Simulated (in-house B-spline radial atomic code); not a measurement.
**Gd³⁺: ionisation energy by several methods**

Wanted: one ionisation energy, Gd³⁺ to configuration [Xe] 4f6, up the ladder of functionals.

Method: scalar-relativistic (X2C), several functionals, spin-polarised, exact exchange averaged over the configuration; spherical all-electron atom at the radial basis limit. Code: in-house B-spline radial atomic code version 1.

### Step 1. Starting point

| Item | Value |
| --- | --- |
| element | gadolinium (Z = 64) |
| charge | +3 |
| electrons | 61 |
| configuration | [Xe] 4f7 |
| nucleus | Fermi, rms radius 5.157 fm |

Outer shells as boxes (Hund's rule):

[Xe] 4f7
```
[Xe] core
4f [↑ ][↑ ][↑ ][↑ ][↑ ][↑ ][↑ ]
```

Where spins are not typed, each open shell is filled with up spins first.

### Step 2. PBE0, a global hybrid

Settings, as recorded:

```ini
Z = 64
electrons = 61.0
configuration = [Xe] 4f7
hamiltonian = x2c
method = pbe0
spin_polarised = True
nucleus = fermi
rms_radius = 5.1569
mass_number = 158
atomic_mass = 157.9241112
speed_of_light = 137.035999084
exact_exchange = averaged over the configuration
```

Command:

```console
$ python run_scf.py task.json out
```

The settings of every run stand in task.json; they run in order.

### Step 3. TPSSh, a global hybrid

Changes to the settings of step 2:

```diff
@@ -4,3 +4,3 @@
 hamiltonian = x2c
-method = pbe0
+method = tpssh
 spin_polarised = True
```

### Step 4. CAM-B3LYP, a range-separated hybrid

Changes to the settings of step 3:

```diff
@@ -4,3 +4,3 @@
 hamiltonian = x2c
-method = tpssh
+method = camb3lyp
 spin_polarised = True
```

### Step 5. HSE06, a range-separated hybrid

Changes to the settings of step 4:

```diff
@@ -4,3 +4,3 @@
 hamiltonian = x2c
-method = camb3lyp
+method = hse06
 spin_polarised = True
```

### Step 6. M06-2X, a global hybrid

Changes to the settings of step 5:

```diff
@@ -4,3 +4,3 @@
 hamiltonian = x2c
-method = hse06
+method = m062x
 spin_polarised = True
```

Q: The tabulated ionisation energy is 44.44 ± 0.08 eV (semi-empirical; NIST Atomic Spectra Database). What does each method give, and which comes nearest?

The runs gave:

| method | rung | total energy (hartree) | ΔSCF (eV) | −ε highest (eV) | ΔSCF less tabulated (eV) |
| --- | --- | --- | --- | --- | --- |
| PBE0 | global hybrid | -11269.1486 | 45.037 | 38.821 (4f up) | +0.597 |
| TPSSh | global hybrid | -11269.0618 | 45.122 | 36.763 (4f up) | +0.682 |
| M06-2X | global hybrid | -11270.5388 | 44.673 | 42.649 (4f up) | +0.233 |
| CAM-B3LYP | range-separated hybrid | -11270.0935 | 44.968 | 40.077 (4f up) | +0.528 |
| HSE06 | range-separated hybrid | -11268.9983 | 44.979 | 38.347 (4f up) | +0.539 |

Tables give 44.44 ± 0.08 eV (semi-empirical; NIST Atomic Spectra Database) for the ionisation energy. M06-2X misses by +0.233 eV, the least, and TPSSh by +0.682 eV (1.5 %), the most. Relativistic terms that these runs lack can be as large as the gaps between close methods, so the nearest may be so by luck. Spin-orbit coupling is left out. Open shells are averaged (over orientations, and over spins where the run is restricted), while tables refer to the lowest levels.
